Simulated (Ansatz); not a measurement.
**C: the cell at several levels of theory**

The task here is to estimate one member of a computed series from the others.

Program: Ansatz 0.2.0. PAW datasets, plane waves, zero pressure. (Simulation; spin polarisation is off.)

### The cell

This is the cell as the run starts from it, not yet at rest; its lengths are not the crystal's.

The symmetry is P6_3/mmc (No. 194, hexagonal); conventional cell a = 2.482 Å, c = 4.053 Å, 5.41 Å³ an atom. Around C lie 4 C at 1.52 Å.

Structure file:

```cif
data_structure
_symmetry_space_group_name_H-M 'P 1'
_symmetry_Int_Tables_number 1
_cell_length_a 2.4821
_cell_length_b 2.4821
_cell_length_c 4.0534
_cell_angle_alpha 90.000
_cell_angle_beta 90.000
_cell_angle_gamma 120.000
_cell_volume 21.63
loop_
_atom_site_label
_atom_site_type_symbol
_atom_site_fract_x
_atom_site_fract_y
_atom_site_fract_z
_atom_site_occupancy
C1 C 0.33333 0.66667 0.00000 1
C2 C 0.66667 0.33333 0.50000 1
C3 C 0.33333 0.66667 0.37500 1
C4 C 0.66667 0.33333 0.87500 1
```

The first run:

input.yaml reads:

```yaml
crystal:
  lattice:
    - [2.482149606, 0.0, 0.0]
    - [-1.241074803, 2.1496046148, 0.0]
    - [0.0, 0.0, 4.0533503066]
  atoms:
    - { symbol: C, position: [0.3333333333, 0.6666666667, 0.0] }
    - { symbol: C, position: [0.6666666667, 0.3333333333, 0.5] }
    - { symbol: C, position: [0.3333333333, 0.6666666667, 0.375] }
    - { symbol: C, position: [0.6666666667, 0.3333333333, 0.875] }
kpoints:
  mp_grid: { grid: [12, 12, 6] }
hamiltonian:
  xc: pbe
scf:
  occupations: { method: fermi_dirac, width: 0.02 }
relax:
  f_tol: 0.005
  cell: {}
```

The run is started by

```
ansatz run input.yaml --threads 4 --pin off --max-ram 7372MiB --backend cpu --events-out ev --progress --plain --runs-dir out
```

Steps of the session up to this table: Relaxing with PBE; r2SCAN: cell and atoms; Relaxation with PBEsol; Relaxing with LDA; HSE06: cell and atoms.

One of the session's tables, all rows but one given; the rest of the session is left out.

| level | a (Å) | c (Å) | volume (Å³/atom) |
| --- | --- | --- | --- |
| PBE | 2.512 | 4.180 | 5.709 |
| r2SCAN | 2.503 | 4.169 | 5.656 |
| PBEsol | 2.499 | 4.161 | 5.625 |
| LDA | ? | ? | ? |
| HSE06 | 2.493 | 4.150 | 5.585 |

**Question.** Estimate the row for LDA.

The run gave: a (Å): 2.483; c (Å): 4.136; volume (Å³/atom): 5.523. In the column «a (Å)» it is the lowest.

In words: The first relaxation changed the volume by +5.6 % from the start. LDA gives the smallest cell and PBE the largest; they differ by 3.4 % in volume, a mean of 1.1 % in length. The meshes differ: PBE 12×12×6, r2SCAN 12×12×6, PBEsol 12×12×6, LDA 12×12×6, HSE06 9×9×4.
